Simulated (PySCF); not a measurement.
# S(2+): excitation energies in aug-cc-pVDZ-DK, part 1 of 2

Wanted: the excitation energy of sulfur, up a ladder of methods.

The numbers are computed with PySCF 2.14.0 (unrestricted determinants in a Gaussian basis, no spin-orbit coupling in the energies), except any that are marked as measured or tabulated.

### Step 1. Starting point

| Quantity | Value |
| --- | --- |
| Element | sulfur (Z = 16) |
| Basis | aug-cc-pVDZ-DK |
| Hamiltonian | scalar relativity by spin-free X2C-1e |
| State 1 | S(2+): [Ne] 3s2 3p1 3d1, one real determinant (an excited configuration) |
| State 2 | S(2+): [Ne] 3s1 3p2 4s1, high-spin 5P determinant (an excited configuration) |
| Needed too, but not shown | S(2+) [Ne] 3s2 3p2 (3P) |
| Methods | UHF, LDA, PBE, PBE0, r2SCAN, BLYP, B97-3, MN15, HSE06, MP2 |
| Core shells frozen in the correlated runs | valence: [Ne] (for S(2+)) |

Outer shells as boxes (Hund's rule):

S2+ [Ne] 3s2 3p1 3d1
```
[Ne] core
3s [↑↓]
3p [↑ ][  ][  ]
3d [↑ ][  ][  ][  ][  ]
```

S2+ [Ne] 3s1 3p2 4s1
```
[Ne] core
3s [↑ ]
3p [↑ ][↑ ][  ]
4s [↑ ]
```

One driver process ran all states and methods and kept the integrals in memory. Each run is shown as a PySCF script that sums up its settings (the driver passes frozen orbitals as a list and adds second-order terms of double hybrids); the logs are those of the runs themselves. The driver starts from symmetry-adapted Hartree-Fock orbitals, holds the occupation by maximum overlap and uses a logarithmic radial grid for functionals, so a plain start would take other cycles.

The integrals over 27 functions and the set-up took 0.05 s of CPU time.

### Step 2. S(2+) [Ne] 3s2 3p1 3d1: the ladder of methods

#### UHF

Input file input.py:

```python
from pyscf import gto, scf, dft, mp, cc
import basis_set_exchange as bse
mol = gto.M(atom="S 0 0 0", charge=2, spin=2, symmetry="D2h",
            basis=gto.basis.parse(bse.get_basis("aug-cc-pVDZ-DK", elements=["S"], fmt="nwchem")),
            nucmod="G")
mf = scf.UHF(mol).sfx2c1e()
mf.irrep_nelec = {'Ag': (3, 3), 'B2g': (1, 0), 'B1u': (1, 1), 'B2u': (2, 1), 'B3u': (1, 1)}
mf.kernel()
```

Standard output:

```text
damping factor = 0
level_shift factor = 0
DIIS = <class 'pyscf.scf.diis.CDIIS'>
diis_start_cycle = 1
diis_space = 10
diis_damp = 0
SCF conv_tol = 1e-09
SCF conv_tol_grad = None
number electrons alpha = 8  beta = 6
cycle= 1 E= -396.743423595053  delta_E= -0.00319  |g|= 0.0208  |ddm|= 0.0776
cycle= 2 E= -396.743758907258  delta_E= -0.000335  |g|= 0.00698  |ddm|= 0.025
cycle= 3 E= -396.743802668768  delta_E= -4.38e-05  |g|= 0.00035  |ddm|= 0.0133
cycle= 4 E= -396.743802809673  delta_E= -1.41e-07  |g|= 4.02e-05  |ddm|= 0.00135
cycle= 5 E= -396.743802812028  delta_E= -2.36e-09  |g|= 3.86e-06  |ddm|= 0.000238
cycle= 6 E= -396.743802812047  delta_E= -1.94e-11  |g|= 2.54e-07  |ddm|= 2.2e-05
converged SCF energy = -396.743802812047  <S^2> = 2.0054738  2S+1 = 3.003647
```

CPU time 0.16 s on a shared host, the integrals not counted.

Orbital energies by shell (radii are means over both spins):

| shell | electrons | mean orbital energy (eV) | spread (eV) | rms radius (bohr) |
| --- | --- | --- | --- | --- |
| 1s α | 1 | -2545.0 | 0 | 0.112 |
| 1s β | 1 | -2544.7 | 0 | 0.112 |
| 2s α | 1 | -277.75 | 0 | 0.515 |
| 2s β | 1 | -277.41 | 0 | 0.515 |
| 2p α | 3 | -213.28 | 0.661 | 0.490 |
| 2p β | 3 | -212.67 | 0.672 | 0.490 |
| 3s α | 1 | -49.337 | 0 | 1.68 |
| 3s β | 1 | -45.081 | 0 | 1.68 |
| 3p α | 1 | -36.961 | 0 | 1.86 |
| 3d α | 1 | -16.253 | 0 | 2.78 |

⟨S²⟩ = 2.005, ⟨L²⟩ = 8.02.

Spin-orbit constants on these orbitals (cm⁻¹; bare nucleus, screened nucleus, mean field): 3p 649.5, 568.3, 524.7; 3d 12.70, 4.762, 2.419. To first order in LS coupling the lowest level has J = 2 and lies 0.0438 eV below the centre of the term.

⟨L²⟩ = 8.02 against 12 for a pure F term, so this real determinant mixes terms.

#### LDA

input.py, as changed from the run before:

```diff
@@ -5,3 +5,3 @@
             nucmod="G")
-mf = scf.UHF(mol).sfx2c1e()
+mf = dft.UKS(mol, xc="LDA,VWN").sfx2c1e()
 mf.irrep_nelec = {'Ag': (3, 3), 'B2g': (1, 0), 'B1u': (1, 1), 'B2u': (2, 1), 'B3u': (1, 1)}
```

Standard output:

```text
damping factor = 0
level_shift factor = 0
DIIS = <class 'pyscf.scf.diis.CDIIS'>
diis_start_cycle = 1
diis_space = 10
diis_damp = 0
SCF conv_tol = 1e-09
SCF conv_tol_grad = None
number electrons alpha = 8  beta = 6
XC functionals = LDA,VWN
    P. A. M. Dirac.,  Math. Proc. Cambridge Philos. Soc. 26, 376 (1930)
    F. Bloch.,  Z. Phys. 57, 545 (1929)
    S. H. Vosko, L. Wilk, and M. Nusair.,  Can. J. Phys. 58, 1200 (1980)
cycle= 1 E= -395.931719709941  delta_E= -0.00517  |g|= 0.0142  |ddm|= 0.271
cycle= 2 E= -395.931764995693  delta_E= -4.53e-05  |g|= 0.00127  |ddm|= 0.047
cycle= 3 E= -395.931765587301  delta_E= -5.92e-07  |g|= 7.42e-05  |ddm|= 0.00577
cycle= 4 E= -395.931765590296  delta_E= -3e-09  |g|= 2.58e-06  |ddm|= 0.000512
cycle= 5 E= -395.931765590299  delta_E= -2.67e-12  |g|= 3.62e-08  |ddm|= 7.31e-06
converged SCF energy = -395.931765590299  <S^2> = 2.0002632  2S+1 = 3.0001755
```

CPU time 0.18 s on a shared host, the integrals not counted.

#### PBE

input.py, as changed from the run before:

```diff
@@ -5,3 +5,3 @@
             nucmod="G")
-mf = dft.UKS(mol, xc="LDA,VWN").sfx2c1e()
+mf = dft.UKS(mol, xc="PBE").sfx2c1e()
 mf.irrep_nelec = {'Ag': (3, 3), 'B2g': (1, 0), 'B1u': (1, 1), 'B2u': (2, 1), 'B3u': (1, 1)}
```

Standard output:

```text
damping factor = 0
level_shift factor = 0
DIIS = <class 'pyscf.scf.diis.CDIIS'>
diis_start_cycle = 1
diis_space = 10
diis_damp = 0
SCF conv_tol = 1e-09
SCF conv_tol_grad = None
number electrons alpha = 8  beta = 6
XC functionals = PBE
    J. P. Perdew, K. Burke, and M. Ernzerhof.,  Phys. Rev. Lett. 77, 3865 (1996)
    J. P. Perdew, K. Burke, and M. Ernzerhof.,  Phys. Rev. Lett. 78, 1396 (1997)
    J. P. Perdew, K. Burke, and M. Ernzerhof.,  Phys. Rev. Lett. 77, 3865 (1996)
    J. P. Perdew, K. Burke, and M. Ernzerhof.,  Phys. Rev. Lett. 78, 1396 (1997)
cycle= 1 E= -397.177336262102  delta_E= -0.00463  |g|= 0.0106  |ddm|= 0.266
cycle= 2 E= -397.177375440895  delta_E= -3.92e-05  |g|= 0.000921  |ddm|= 0.0612
cycle= 3 E= -397.17737612823  delta_E= -6.87e-07  |g|= 0.000152  |ddm|= 0.00767
cycle= 4 E= -397.177376139913  delta_E= -1.17e-08  |g|= 1.09e-05  |ddm|= 0.000999
cycle= 5 E= -397.177376139972  delta_E= -5.93e-11  |g|= 4.29e-07  |ddm|= 1.88e-05
converged SCF energy = -397.177376139972  <S^2> = 2.0007337  2S+1 = 3.0004891
```

It used 0.34 s of CPU time after the integrals (shared host).

#### PBE0

input.py, as changed from the run before:

```diff
@@ -5,3 +5,3 @@
             nucmod="G")
-mf = dft.UKS(mol, xc="PBE").sfx2c1e()
+mf = dft.UKS(mol, xc="PBE0").sfx2c1e()
 mf.irrep_nelec = {'Ag': (3, 3), 'B2g': (1, 0), 'B1u': (1, 1), 'B2u': (2, 1), 'B3u': (1, 1)}
```

Standard output:

```text
damping factor = 0
level_shift factor = 0
DIIS = <class 'pyscf.scf.diis.CDIIS'>
diis_start_cycle = 1
diis_space = 10
diis_damp = 0
SCF conv_tol = 1e-09
SCF conv_tol_grad = None
number electrons alpha = 8  beta = 6
XC functionals = PBE0
    C. Adamo and V. Barone.,  J. Chem. Phys. 110, 6158 (1999)
    M. Ernzerhof and G. E. Scuseria.,  J. Chem. Phys. 110, 5029 (1999)
cycle= 1 E= -397.193534552583  delta_E= -0.00334  |g|= 0.00707  |ddm|= 0.207
cycle= 2 E= -397.193573665333  delta_E= -3.91e-05  |g|= 0.000936  |ddm|= 0.0345
cycle= 3 E= -397.193574595647  delta_E= -9.3e-07  |g|= 5.63e-05  |ddm|= 0.00326
cycle= 4 E= -397.193574598489  delta_E= -2.84e-09  |g|= 3.94e-06  |ddm|= 0.000312
cycle= 5 E= -397.193574598499  delta_E= -1.03e-11  |g|= 7.18e-07  |ddm|= 2.31e-05
converged SCF energy = -397.193574598499  <S^2> = 2.0014364  2S+1 = 3.0009575
```

It used 0.36 s of CPU time after the integrals (shared host).

#### r2SCAN

input.py, as changed from the run before:

```diff
@@ -5,3 +5,3 @@
             nucmod="G")
-mf = dft.UKS(mol, xc="PBE0").sfx2c1e()
+mf = dft.UKS(mol, xc="R2SCAN").sfx2c1e()
 mf.irrep_nelec = {'Ag': (3, 3), 'B2g': (1, 0), 'B1u': (1, 1), 'B2u': (2, 1), 'B3u': (1, 1)}
```

Standard output:

```text
damping factor = 0
level_shift factor = 0
DIIS = <class 'pyscf.scf.diis.CDIIS'>
diis_start_cycle = 1
diis_space = 10
diis_damp = 0
SCF conv_tol = 1e-09
SCF conv_tol_grad = None
number electrons alpha = 8  beta = 6
XC functionals = R2SCAN
    J. W. Furness, A. D. Kaplan, J. Ning, J. P. Perdew, and J. Sun.,  J. Phys. Chem. Lett. 11, 8208-8215 (2020)
    J. W. Furness, A. D. Kaplan, J. Ning, J. P. Perdew, and J. Sun.,  J. Phys. Chem. Lett. 11, 9248-9248 (2020)
    J. W. Furness, A. D. Kaplan, J. Ning, J. P. Perdew, and J. Sun.,  J. Phys. Chem. Lett. 11, 8208-8215 (2020)
    J. W. Furness, A. D. Kaplan, J. Ning, J. P. Perdew, and J. Sun.,  J. Phys. Chem. Lett. 11, 9248-9248 (2020)
cycle= 1 E= -397.292919700385  delta_E= -0.004  |g|= 0.0082  |ddm|= 0.153
cycle= 2 E= -397.292954101463  delta_E= -3.44e-05  |g|= 0.000747  |ddm|= 0.037
cycle= 3 E= -397.292954579724  delta_E= -4.78e-07  |g|= 9.52e-05  |ddm|= 0.00211
cycle= 4 E= -397.292954585875  delta_E= -6.15e-09  |g|= 7.03e-06  |ddm|= 0.000228
cycle= 5 E= -397.292954585922  delta_E= -4.79e-11  |g|= 7.58e-07  |ddm|= 2.25e-05
converged SCF energy = -397.292954585922  <S^2> = 2.002021  2S+1 = 3.001347
```

CPU time 0.62 s on a shared host, the integrals not counted.

#### BLYP

input.py, as changed from the run before:

```diff
@@ -5,3 +5,3 @@
             nucmod="G")
-mf = dft.UKS(mol, xc="R2SCAN").sfx2c1e()
+mf = dft.UKS(mol, xc="BLYP").sfx2c1e()
 mf.irrep_nelec = {'Ag': (3, 3), 'B2g': (1, 0), 'B1u': (1, 1), 'B2u': (2, 1), 'B3u': (1, 1)}
```

Standard output:

```text
damping factor = 0
level_shift factor = 0
DIIS = <class 'pyscf.scf.diis.CDIIS'>
diis_start_cycle = 1
diis_space = 10
diis_damp = 0
SCF conv_tol = 1e-09
SCF conv_tol_grad = None
number electrons alpha = 8  beta = 6
XC functionals = BLYP
    A. D. Becke.,  Phys. Rev. A 38, 3098 (1988)
    C. Lee, W. Yang, and R. G. Parr.,  Phys. Rev. B 37, 785 (1988)
    B. Miehlich, A. Savin, H. Stoll, and H. Preuss.,  Chem. Phys. Lett. 157, 200 (1989)
cycle= 1 E= -397.368301395011  delta_E= -0.0043  |g|= 0.0112  |ddm|= 0.303
cycle= 2 E= -397.36834630983  delta_E= -4.49e-05  |g|= 0.00119  |ddm|= 0.0684
cycle= 3 E= -397.368347434566  delta_E= -1.12e-06  |g|= 0.000206  |ddm|= 0.0106
cycle= 4 E= -397.36834745476  delta_E= -2.02e-08  |g|= 5.75e-06  |ddm|= 0.0013
cycle= 5 E= -397.368347454778  delta_E= -1.85e-11  |g|= 1.2e-07  |ddm|= 2.24e-05
converged SCF energy = -397.368347454778  <S^2> = 2.0006105  2S+1 = 3.000407
```

CPU time 0.37 s on a shared host, the integrals not counted.

#### B97-3

input.py, as changed from the run before:

```diff
@@ -5,3 +5,3 @@
             nucmod="G")
-mf = dft.UKS(mol, xc="BLYP").sfx2c1e()
+mf = dft.UKS(mol, xc="HYB_GGA_XC_B97_3").sfx2c1e()
 mf.irrep_nelec = {'Ag': (3, 3), 'B2g': (1, 0), 'B1u': (1, 1), 'B2u': (2, 1), 'B3u': (1, 1)}
```

Standard output:

```text
damping factor = 0
level_shift factor = 0
DIIS = <class 'pyscf.scf.diis.CDIIS'>
diis_start_cycle = 1
diis_space = 10
diis_damp = 0
SCF conv_tol = 1e-09
SCF conv_tol_grad = None
number electrons alpha = 8  beta = 6
XC functionals = HYB_GGA_XC_B97_3
    T. W. Keal and D. J. Tozer.,  J. Chem. Phys. 123, 121103 (2005)
cycle= 1 E= -397.285000602064  delta_E= -0.00294  |g|= 0.00692  |ddm|= 0.201
cycle= 2 E= -397.285036352101  delta_E= -3.58e-05  |g|= 0.000926  |ddm|= 0.0397
cycle= 3 E= -397.285037256144  delta_E= -9.04e-07  |g|= 7.74e-05  |ddm|= 0.00365
cycle= 4 E= -397.285037261635  delta_E= -5.49e-09  |g|= 4.07e-06  |ddm|= 0.000317
cycle= 5 E= -397.285037261649  delta_E= -1.38e-11  |g|= 2.57e-07  |ddm|= 2.64e-05
converged SCF energy = -397.285037261649  <S^2> = 2.0012032  2S+1 = 3.000802
```

CPU time 0.39 s on a shared host, the integrals not counted.

#### MN15

input.py, as changed from the run before:

```diff
@@ -5,3 +5,3 @@
             nucmod="G")
-mf = dft.UKS(mol, xc="HYB_GGA_XC_B97_3").sfx2c1e()
+mf = dft.UKS(mol, xc="MN15").sfx2c1e()
 mf.irrep_nelec = {'Ag': (3, 3), 'B2g': (1, 0), 'B1u': (1, 1), 'B2u': (2, 1), 'B3u': (1, 1)}
```

Standard output:

```text
damping factor = 0
level_shift factor = 0
DIIS = <class 'pyscf.scf.diis.CDIIS'>
diis_start_cycle = 1
diis_space = 10
diis_damp = 0
SCF conv_tol = 1e-09
SCF conv_tol_grad = None
number electrons alpha = 8  beta = 6
XC functionals = MN15
    H. S. Yu, X. He, S. L. Li, and D. G. Truhlar.,  Chem. Sci. 7, 5032-5051 (2016)
    H. S. Yu, X. He, S. L. Li, and D. G. Truhlar.,  Chem. Sci. 7, 5032-5051 (2016)
cycle= 1 E= -397.349891820236  delta_E= -0.00633  |g|= 0.00812  |ddm|=  0.3
cycle= 2 E= -397.349946366906  delta_E= -5.45e-05  |g|= 0.00137  |ddm|= 0.0411
cycle= 3 E= -397.34994838939  delta_E= -2.02e-06  |g|= 0.000108  |ddm|= 0.00692
cycle= 4 E= -397.349948399193  delta_E= -9.8e-09  |g|= 1.01e-05  |ddm|= 0.000236
cycle= 5 E= -397.349948399279  delta_E= -8.57e-11  |g|= 1.19e-06  |ddm|= 2.74e-05
converged SCF energy = -397.349948399279  <S^2> = 2.0006583  2S+1 = 3.0004388
```

CPU time 0.65 s on a shared host, the integrals not counted.

#### HSE06

input.py, as changed from the run before:

```diff
@@ -5,3 +5,3 @@
             nucmod="G")
-mf = dft.UKS(mol, xc="MN15").sfx2c1e()
+mf = dft.UKS(mol, xc="HSE06").sfx2c1e()
 mf.irrep_nelec = {'Ag': (3, 3), 'B2g': (1, 0), 'B1u': (1, 1), 'B2u': (2, 1), 'B3u': (1, 1)}
```

Standard output:

```text
damping factor = 0
level_shift factor = 0
DIIS = <class 'pyscf.scf.diis.CDIIS'>
diis_start_cycle = 1
diis_space = 10
diis_damp = 0
SCF conv_tol = 1e-09
SCF conv_tol_grad = None
number electrons alpha = 8  beta = 6
XC functionals = HSE06
    J. Heyd, G. E. Scuseria, and M. Ernzerhof.,  J. Chem. Phys. 118, 8207 (2003)
    J. Heyd, G. E. Scuseria, and M. Ernzerhof.,  J. Chem. Phys. 124, 219906 (2006)
    A. V. Krukau, O. A. Vydrov, A. F. Izmaylov, and G. E. Scuseria.,  J. Chem. Phys. 125, 224106 (2006)
cycle= 1 E= -397.212559486097  delta_E= -0.00343  |g|= 0.00683  |ddm|= 0.224
cycle= 2 E= -397.21258825907  delta_E= -2.88e-05  |g|= 0.000695  |ddm|= 0.039
cycle= 3 E= -397.212588715038  delta_E= -4.56e-07  |g|= 8.97e-05  |ddm|= 0.00169
cycle= 4 E= -397.212588720576  delta_E= -5.54e-09  |g|= 1.33e-05  |ddm|= 0.000571
cycle= 5 E= -397.212588720652  delta_E= -7.57e-11  |g|= 1.01e-06  |ddm|= 5.27e-05
converged SCF energy = -397.212588720652  <S^2> = 2.0014187  2S+1 = 3.0009456
```

CPU time 0.76 s on a shared host, the integrals not counted.

### Step 3. S(2+) [Ne] 3s2 3p1 3d1, continued

#### MP2 (valence)

Edit input.py of step 2 so:

```diff
@@ -5,4 +5,5 @@
             nucmod="G")
-mf = dft.UKS(mol, xc="HSE06").sfx2c1e()
+mf = scf.UHF(mol).sfx2c1e()
 mf.irrep_nelec = {'Ag': (3, 3), 'B2g': (1, 0), 'B1u': (1, 1), 'B2u': (2, 1), 'B3u': (1, 1)}
 mf.kernel()
+mp.UMP2(mf, frozen=5).kernel()
```

No log was kept for this step.

With 4 electrons correlated, the MP2 correlation energy is -0.06589 hartree (-0.00650 same spin, -0.05939 opposite spin); the SCS form gives -0.07343. Largest pairs of shells: 3s-3s -0.0234, 3s-3d -0.0221, 3s-3p -0.0175, 3p-3d -0.0029, 3d-3d 0.0000.

Radial density 4πr²ρ of S(2+) at UHF:

| r (bohr) | density | spin density |
| --- | --- | --- |
| 0.00136 | 0.0726 | 0.000 |
| 0.00229 | 0.194 | 0.000 |
| 0.00385 | 0.498 | 0.000 |
| 0.00648 | 1.25 | 0.000 |
| 0.0109 | 2.98 | 0.000 |
| 0.0183 | 6.52 | 0.000 |
| 0.0308 | 12.2 | 0.001 |
| 0.0518 | 17.6 | 0.005 |
| 0.0872 | 17.1 | 0.023 |
| 0.147 | 12.1 | 0.078 |
| 0.247 | 15.1 | 0.141 |
| 0.415 | 16.4 | 0.066 |
| 0.698 | 5.71 | 0.060 |
| 1.17 | 2.48 | 0.694 |
| 1.97 | 1.83 | 0.958 |
| 3.32 | 0.338 | 0.293 |
| 5.59 | 0.00953 | 0.010 |
| 9.40 | 1.52e-05 | 0.000 |

(Continued in part 2 of 2.)
